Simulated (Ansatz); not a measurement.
This script for the interaction energy of a dimer with the counterpoise correction of FHOSi, SMILES O[Si]F with Ansatz's Python interface holds a mistake.

The script, `fhosi_dimer.py`:
```python
'''Binding of a FHOSi dimer at a trial geometry.'''

from dataclasses import dataclass

import ansatz as az


@dataclass
class RunConfig:
    basis: str = 'cc-pVDZ'
    xc: str = 'pbe'


settings = RunConfig()

FIRST = [
    ('O', (-1.1372, 1.4454, -0.3139)),
    ('Si', (0.5275, 0.1192, 1.8418)),
    ('F', (1.6928, -2.2858, 0.4529)),
    ('H', (-1.0831, 0.7213, -1.9808)),
]
SECOND = [
    ('O', (-3.6378, -5.5496, -1.5183)),
    ('Si', (-1.4266, -3.8985, -0.2689)),
    ('F', (-1.6825, -1.2274, -1.6368)),
    ('H', (-4.7439, -4.7168, -2.6968)),
]

def energy(atoms, ghosts=()):
    molecule = az.Crystal.molecule()
    for symbol, xyz in atoms:
        molecule = molecule.atom(symbol, xyz)
    calc = (
        molecule.calculation()
        .basis(gaussian=settings.basis)
        .functional(settings.xc)  # exchange and correlation
    )
    deck = calc.input()
    if ghosts:
        deck = deck.set(az.key.basis.gaussian.ghost_atoms, [{'symbol': s, 'position_ang': list(xyz)} for s, xyz in ghosts])
    return az.Session.from_dict(deck).plan().execute().report['free_energy_ev']

# monomers in their own basis and in the basis of the dimer
both = energy(FIRST + SECOND)
alone = energy(FIRST) + energy(SECOND)
ghosted = energy(FIRST, SECOND) + energy(SECOND, FIRST)
print(f'dimer {both:.6f} eV')
print(f'interaction, uncorrected   {96.485332 * (both - alone):8.3f} kJ/mol')
print(f'interaction, counterpoise  {96.485332 * (both - ghosted):8.3f} kJ/mol')
print(f'basis-set superposition    {96.485332 * (alone - ghosted):8.3f} kJ/mol')
```

```console
$ python fhosi_dimer.py
dimer -25278.002736 eV
interaction, uncorrected    -80.574 kJ/mol
interaction, counterpoise   -60.408 kJ/mol
basis-set superposition      20.166 kJ/mol
```

The script ran to its end, but the result can't be trusted. Why?

The fault: lengths in bohr are read as angstrom. The correction:

```diff
--- before
+++ after
@@ -16,12 +16,12 @@
 FIRST = [
-    ('O', (-1.1372, 1.4454, -0.3139)),
-    ('Si', (0.5275, 0.1192, 1.8418)),
-    ('F', (1.6928, -2.2858, 0.4529)),
-    ('H', (-1.0831, 0.7213, -1.9808)),
+    ('O', (-0.6018, 0.7649, -0.1661)),
+    ('Si', (0.2791, 0.0631, 0.9747)),
+    ('F', (0.8958, -1.2096, 0.2397)),
+    ('H', (-0.5732, 0.3817, -1.0482)),
 ]
 SECOND = [
-    ('O', (-3.6378, -5.5496, -1.5183)),
-    ('Si', (-1.4266, -3.8985, -0.2689)),
-    ('F', (-1.6825, -1.2274, -1.6368)),
-    ('H', (-4.7439, -4.7168, -2.6968)),
+    ('O', (-2.5252, -3.7407, -1.1231)),
+    ('Si', (-1.3551, -2.8669, -0.462)),
+    ('F', (-1.4905, -1.4534, -1.1859)),
+    ('H', (-3.1105, -3.3, -1.7468)),
 ]
```

After the fix:

```console
$ python fhosi_dimer.py
dimer -25301.215594 eV
interaction, uncorrected     -0.730 kJ/mol
interaction, counterpoise    18.520 kJ/mol
basis-set superposition      19.249 kJ/mol
```

Notes:
- Total energies depend on the basis set; only differences at equal settings carry meaning.
- The dimer is a generated trial pose of unrelaxed monomers, not a minimum, so the figure is no binding energy, and the basis set is small.
- This level lacks the dispersion part of the attraction (electrostatics and induction are there), which can decide the sign where the interaction is weak.
- Finished in 7.2 s on 1 thread of Arm Neoverse V2, on a shared host, peak memory 0.19 GiB.

(Lines on the test bed's own set-up are left out of the output.)
